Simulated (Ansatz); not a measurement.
# LuSe: the cost of one run

Program: Ansatz 0.2.0. Level of theory: DFT PBEsol, scalar-relativistic. These are calculated values, not measurements.

### Step 1. The structure to begin with

It takes space group Fm-3m (No. 225, cubic). Conventional cell: a = 5.576 Å, b = 5.576 Å, c = 5.576 Å, α = 90.00°, β = 90.00°, γ = 90.00°. Lu (site symmetry m-3m) has 6 Se at 2.79 Å as nearest neighbours. Se (site symmetry m-3m) has 6 Lu at 2.79 Å as nearest neighbours.

As a file:

```cif
data_structure
_symmetry_space_group_name_H-M 'Fm-3m'
_symmetry_Int_Tables_number 225
_cell_length_a 5.5760
_cell_length_b 5.5760
_cell_length_c 5.5760
_cell_angle_alpha 90.000
_cell_angle_beta 90.000
_cell_angle_gamma 90.000
_cell_volume 173.37
loop_
_atom_site_label
_atom_site_type_symbol
_atom_site_symmetry_multiplicity
_atom_site_Wyckoff_symbol
_atom_site_fract_x
_atom_site_fract_y
_atom_site_fract_z
_atom_site_occupancy
Lu1 Lu 4 a 0.00000 0.00000 0.00000 1
Se1 Se 4 b 0.50000 0.00000 0.00000 1
```

The file gives the conventional cell by its symmetry; the runs use the cell typed in the input.

Atoms are numbered in the order of the input: Lu1, Se2.

### Step 2. Volume × 0.94, LAPW

The input, input.yaml:

```yaml
crystal:
  lattice:
    - [0.0, 2.7310860711, 2.7310860711]
    - [2.7310860711, 0.0, 2.7310860711]
    - [2.7310860711, 2.7310860711, 0.0]
  atoms:
    - { symbol: Lu, position: [0.0, 0.0, 0.0] }
    - { symbol: Se, position: [0.5, 0.5, 0.5] }
kpoints:
  mp_grid: { grid: [9, 9, 9] }
  band_path:
    path:
      - [0.0, 0.0, 0.0]
      - [0.5, 0.0, 0.5]
      - [0.625, 0.25, 0.625]
      - [0.375, 0.375, 0.75]
      - [0.0, 0.0, 0.0]
      - [0.5, 0.5, 0.5]
      - [0.5, 0.25, 0.75]
      - [0.5, 0.0, 0.5]
    npoints: 5
scf:
  occupations: { method: fermi_dirac, width: 0.02 }
hamiltonian:
  xc: pbesol
  pseudopotentials: { kind: all_electron, lapw: { basis_error: 0.001 } }
output:
  forces: true
  stress: true
  eigenvalues: true
```

Launch:

```console
$ ansatz run input.yaml --threads 1 --pin off --max-ram 3072MiB --backend cpu --events-out ev --progress --plain --runs-dir out
```

What time and memory should one allow on 1 thread of Intel Xeon 6975P-C (Granite Rapids), shared host?

About 10 s, with a peak of 0.37 GiB.
